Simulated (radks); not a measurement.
# Rh²⁺ in [Kr] 4d7: an all-electron calculation

Aim: the levels, the sizes of the orbitals and the parts of the energy of the rhodium ion Rh2+.

Program: radks (a radial shooting solver on a logarithmic mesh, Libxc functionals) version 1. Level of theory: Dirac Kohn-Sham, RPBE, spin-unpolarised, spherical densities, point nucleus; open shells fill j = l - 1/2 first. These are calculated values, not measurements, unless marked.

## 1. Starting point

- element: rhodium (Z = 45)
- charge: +2
- electrons: 43
- configuration: [Kr] 4d7

## 2. The calculation

The run's settings:

```text
Z 45
configuration [Kr] 4d7
relativity Dirac
functional rpbe,pbe
spin unpolarised
j_filling energy
nucleus point
c 137.035999084
```

Q: Predict the outcome of this run.

**Answer**, as computed:

```
                        quantity                   value
                    total energy     -4784.36080 hartree
exchange-correlation share of it                  2.90 %
                            −T/E                  1.0426
          highest occupied level       4d5/2, -25.429 eV
    most extended occupied level  4d5/2, <r> = 1.45 bohr
 radius at density 0.001 e/bohr³               3.43 bohr
    maxima of the radial density                       4
         ionisation energy, NIST   31.060 (semi-emp.) eV
```

**Reading.** The radial density shows 4 maxima for 4 occupied principal shells. Relativity lifts −T/E to 1.043. Minus the highest eigenvalue, 25.429 eV, is 82 % of the tabulated ionisation energy (31.060 eV); the potential of a semilocal functional falls off too fast, so its top eigenvalue is too shallow. Spin polarisation and multiplet splitting are left out.
